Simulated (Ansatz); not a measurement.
# Rb (sc type): how the settings move a single-point run

Question: which choices in the input matter for Rb (sc type)?

Method: reference: DFT, PBEsol, PAW with Ansatz's default frozen-core files, scalar-relativistic, in Ansatz 0.2.0.

1 further run of the same task is left out (it didn't finish). Runs told in other sessions of the task aren't counted.

### Step 1. The starting structure

The structure is cubic, space group Pm-3m (No. 221). Conventional cell: a = 4.358 Å, b = 4.358 Å, c = 4.358 Å, α = 90.00°, β = 90.00°, γ = 90.00°. Around Rb (site symmetry m-3m) lie 6 Rb at 4.36 Å.

Structure file:

```cif
data_structure
_symmetry_space_group_name_H-M 'Pm-3m'
_symmetry_Int_Tables_number 221
_cell_length_a 4.3583
_cell_length_b 4.3583
_cell_length_c 4.3583
_cell_angle_alpha 90.000
_cell_angle_beta 90.000
_cell_angle_gamma 90.000
_cell_volume 82.78
loop_
_atom_site_label
_atom_site_type_symbol
_atom_site_symmetry_multiplicity
_atom_site_Wyckoff_symbol
_atom_site_fract_x
_atom_site_fract_y
_atom_site_fract_z
_atom_site_occupancy
Rb1 Rb 1 a 0.00000 0.00000 0.00000 1
```

### Step 2. Reference

input.yaml reads:

```yaml
crystal:
  lattice:
    - [4.3582771298, 0.0, 0.0]
    - [0.0, 4.3582771298, 0.0]
    - [0.0, 0.0, 4.3582771298]
  atoms:
    - { symbol: Rb, position: [0.0, 0.0, 0.0] }
kpoints:
  mp_grid: { grid: [9, 9, 9] }
scf:
  occupations: { method: fermi_dirac, width: 0.1 }
hamiltonian:
  xc: pbesol
  pseudopotentials: { kind: paw }
output:
  forces: true
  stress: true
  eigenvalues: true
basis:
  ecutwfc: 600
```

On the command line:

```console
$ ansatz run input.yaml --threads 1 --pin off --max-ram 2048MiB --backend cpu --events-out ev --progress --plain --runs-dir out
```

### Step 3. Variant: mp_grid.grid [7, 7, 7], dispersion d3bjatm

input.yaml, as its differences from that of step 2:

```diff
@@ -8,3 +8,3 @@
 kpoints:
-  mp_grid: { grid: [9, 9, 9] }
+  mp_grid: { grid: [7, 7, 7] }
 scf:
@@ -14,2 +14,3 @@
   pseudopotentials: { kind: paw }
+  dispersion: d3bjatm
 output:
@@ -18,2 +19,6 @@
   eigenvalues: true
+  write_density: true
+  write_potential: true
+  elf: true
+  volumetric_format: npy
 basis:
```

What does the calculation give? Wanted: for each run, ending; energy change; pressure; gap; force.

**Answer**, as computed:

| run | ending | energy change | pressure (GPa) | gap (eV) | force (eV/Å) | cycles | time |
| --- | --- | --- | --- | --- | --- | --- | --- |
| reference | converged | 0 | 0.4 | 0.00 | 0.00 | 6 | 2.2 s |
| 1: mp_grid.grid [7, 7, 7], dispersion d3bjatm | converged | -133.9 meV/atom (dispersion and other settings together) | 0.1 | 0.00 | 0.00 | 6 | 1.9 s |

Times don't compare one to one where runs were asked for different outputs or read a saved state (see the inputs); cycles may leave out searches for a lower state.

Residual by cycle in the longest SCF loop of each run; runs are numbered as in the table. The quantity is the density residual dr2, in eV.

| cycle | reference | run 1 |
| --- | --- | --- |
| 1 | 3.9e-4 | 4.1e-4 |
| 2 | 1.1e-4 | 1.2e-4 |
| 3 | 2.6e-6 | 2.5e-6 |
| 4 | 2.7e-7 | 2.4e-7 |
| 5 | 3.0e-9 | 2.2e-9 |
| 6 | 1.5e-10 | 9.6e-11 |

What this shows: The energy moves by -133.9 meV/atom, nearly all of it the dispersion term itself (-133.2 meV/atom); that offset belongs to the model and is no gain or loss of stability.
